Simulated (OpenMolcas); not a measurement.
# GaHBr (SMILES [GaH][Br]): ROCCSD/def-SVP

Aim: the vertical doublet–quartet gap of GaHBr at ROCCSD/def-SVP, from 2 runs. 

The calculation is run with OpenMolcas 26.06.

3 further runs of the same task are left out: 1 that didn't finish, 2 set aside as unsound or not needed.

## Step 1: Starting point

GaHBr: 3 atoms, total charge 0, spin state doublet. As SMILES, `[GaH][Br]`. Geometry: a GFN2-xTB relaxation, a rough one for these elements and not checked as a minimum.

Bond lengths: Ga1–Br2 2.377 Å, Ga1–H3 1.828 Å. Angles: Br2–Ga1–H3 111.0°.

## Step 2: The energy at ROCCSD/def-SVP

test.inp

```
>>> EXPORT MOLCAS_PRINT=2

&GATEWAY
  Coord
  3
  bohr
  Ga    -0.93309007     1.13081211    -0.42513169
  Br     2.99100182     0.88032892     1.74565340
  H     -2.05789285    -2.01115993    -1.32052172
  Basis=def-SVP
  Group=NoSym

&SEWARD

&SCF
  UHF
  Spin=2
  PrOrbitals=1

&RASSCF
  FileOrb=$Project.UnaOrb
  Spin=2
  Nactel=1 0 0
  Inactive=33
  Ras2=1
  OutOrbitals=Canonical
  OrbListing=Nothing

&MOTRA
  JobIph
  Frozen=18

&CCSDT
  CCSD
  Iterations=50
  Extrapolation=5 4
```

On the command line:

```console
$ export MOLCAS_MEM=1860
$ pymolcas test.inp > test.log
```

What it wrote:

```text
--- Start Module: gateway ---
[...]
--- Stop Module: gateway /rc=_RC_ALL_IS_WELL_ ---
[...]
      Basis functions           69
[...]
       Convergence after  14 Iterations
[...]
::    Total SCF energy                              -4495.7021572677
[...]
      Total spin, S                                     0.5167641534
[...]
      Number of active orbitals                  1
[...]
      Spin quantum number                      0.5
[...]
      Active orbitals                            1
[...]
      Number of CSFs                             1
[...]
      Number of root(s) required                 1
[...]
      Convergence after 11 iterations
[...]
      printout of CI-coefficients larger than  0.05 for root  1
      energy=   -4495.697723
      conf/sym  1     Coeff  Weight
             1  u   1.00000 1.00000
      Natural orbitals and occupation numbers for root  1
      sym 1:   1.000000
      ************************************************************************************************************************
      *                                                    Final results                                                     *
[...]
::    RASSCF root number  1 Total energy:  -4495.69772287
[...]
      Total electronic charge=   67.000000
      Total            charge=   -0.000000
[...]
      Dipole Moment (debye):
      Origin of the operator (angstrom)=    0.6031    0.5169    0.3809
                   X= -2.0803E+00               Y=  1.0964E+00               Z= -1.0689E+00           Total=  2.5830E+00
      Quadrupole Moment (debye*angstrom):
[...]
--- Start Module: motra ---
[...]
      *** WARNING: Default frozen orbitals is overwritten by user input.
      *** Default values:  28
[...]
--- Stop Module: motra /rc=_RC_ALL_IS_WELL_ ---
--- Start Module: ccsdt ---
[...]
      Convergence after                    15  Iterations
      Total energy (diff) :   -4496.12382774       0.00000007
[...]
--- Stop Module: ccsdt /rc=_RC_ALL_IS_WELL_ ---
[...]
```

Run time: 12 s. Hardware: 1 thread of Arm Neoverse V2, shared host; peak memory 0.41 GiB.

## Step 3: The quartet, same level

test.input

```
* BrGaH CCSD

&gateway
  coord
  3
  bohr
  Ga    -0.93309007     1.13081211    -0.42513169
  Br     2.99100182     0.88032892     1.74565340
  H     -2.05789285    -2.01115993    -1.32052172
  basis
  def-SVP
  group
  NoSym

&seward

&scf
  uhf
  spin
  4
  prorbitals
  1

&rasscf
  fileorb
  $Project.UnaOrb
  spin
  4
  nactel
  3 0 0
  inactive
  32
  ras2
  3
  outorbitals
  Canonical
  orblisting
  Nothing

&motra
  jobiph
  frozen
  18

&ccsdt
  ccsd
  iterations
  50
  extrapolation
  5 4
```

On the command line:

```console
$ export MOLCAS_MEM=1860
$ pymolcas test.input > test.log
```

What it wrote:

```text
--- Start Module: gateway ---
[...]
--- Stop Module: gateway /rc=_RC_ALL_IS_WELL_ ---
[...]
      Basis functions           69
[...]
       Convergence after  20 Iterations
[...]
::    Total SCF energy                              -4495.5548610981
[...]
      Total spin, S                                     1.5040391350
[...]
      Number of active orbitals                  3
[...]
      Spin quantum number                      1.5
[...]
      Active orbitals                            3
[...]
      Number of CSFs                             1
[...]
      Number of root(s) required                 1
[...]
      Convergence after 14 iterations
[...]
      printout of CI-coefficients larger than  0.05 for root  1
      energy=   -4495.551421
      conf/sym  111     Coeff  Weight
             1  uuu   1.00000 1.00000
      Natural orbitals and occupation numbers for root  1
      sym 1:   1.000000   1.000000   1.000000
      ************************************************************************************************************************
      *                                                    Final results                                                     *
[...]
::    RASSCF root number  1 Total energy:  -4495.55142089
[...]
      Total electronic charge=   67.000000
      Total            charge=   -0.000000
[...]
      Dipole Moment (debye):
      Origin of the operator (angstrom)=    0.6031    0.5169    0.3809
                   X= -2.3769E+00               Y= -1.3282E+00               Z= -1.4407E+00           Total=  3.0804E+00
      Quadrupole Moment (debye*angstrom):
[...]
--- Start Module: motra ---
[...]
      *** WARNING: Default frozen orbitals is overwritten by user input.
      *** Default values:  28
[...]
--- Stop Module: motra /rc=_RC_ALL_IS_WELL_ ---
--- Start Module: ccsdt ---
[...]
      Convergence after                    30  Iterations
      Total energy (diff) :   -4495.95731963       0.00000002
[...]
--- Stop Module: ccsdt /rc=_RC_ALL_IS_WELL_ ---
[...]
```

Run time: 19 s. Hardware: 1 thread of Arm Neoverse V2, shared host; peak memory 0.41 GiB.

## Step 4: What came out

At ROCCSD/def-SVP, 18 core orbitals frozen:

| quantity | value |
| --- | --- |
| doublet: total energy | -4496.12383 Eh |
| quartet: total energy | -4495.95732 Eh |
| vertical energy of the quartet above the doublet | 4.531 eV |

What this shows: At this shape the quartet lies 4.53 eV (104 kcal/mol) above the doublet.
